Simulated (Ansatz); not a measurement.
F2H3SSi2, SMILES F[SiH]S[SiH2]F, vertical spin-state energies

With Ansatz 0.2.0, Python API.

Input file `f2h3ssi2.xyz`:
```text
8

F     0.72520    0.44170   -2.12430
Si   -0.29610    1.24400   -1.11010
S    -1.46630   -0.23130   -0.08990
Si    0.32880   -0.82660    1.06920
F     0.86030    0.45150    1.78190
H    -1.23250    2.10210   -1.89260
H    -0.15670   -1.80600    2.10790
H     1.32950   -1.43250    0.20200
```

The cells in order, each with its output:

In [1]:
```python
import ansatz as az
```

In [2]:
```python
f2h3ssi2 = az.Crystal.molecule_from_extxyz('f2h3ssi2.xyz')
```

In [3]:
```python
setup = (
    f2h3ssi2.calculation()
    .basis(gaussian='def2-SVPD')
    .functional('pbe0')
)
found = {}
for unpaired in [1, 3]:
    data = setup.spin('collinear', total=unpaired).run(threads=1, backend='cpu').report
    s = unpaired / 2
    found[unpaired] = data['free_energy_ev']
    print(f'2S+1 = {unpaired + 1}: E = {found[unpaired]:.5f} eV, <S^2> = {abs(data["mean_field"]["state"]["spin_squared"]):.3f} (pure state {s * (s + 1):.2f})')
lowest = min(found, key=found.get)
for unpaired, e in found.items():
    print(f'multiplicity {unpaired + 1}: {96.485332 * (e - found[lowest]):.1f} kJ/mol above the lowest')
```
```text
2S+1 = 2: E = -32048.53616 eV, <S^2> = 0.752 (pure state 0.75)
2S+1 = 4: E = -32042.72153 eV, <S^2> = 3.756 (pure state 3.75)
multiplicity 2: 0.0 kJ/mol above the lowest
multiplicity 4: 561.0 kJ/mol above the lowest
```

In order: multiplicity 2 (+0.00 eV) and multiplicity 4 (+5.81 eV), all at the one geometry.

Caveats:
- Total energies depend on the basis set; only differences at equal settings carry meaning.
- The geometry is a force-field or estimated start, not a minimum of this method, and the basis set is short of its limit. All parts are taken at fixed geometry, without zero-point energy.
- The species is open-shell (spin multiplicity 2).
- Timing: 14 s on 1 thread of AMD EPYC 9R45 (Zen 5) (shared host), peak memory 0.57 GiB.

(Lines on the test bed's own set-up are left out of the output.)
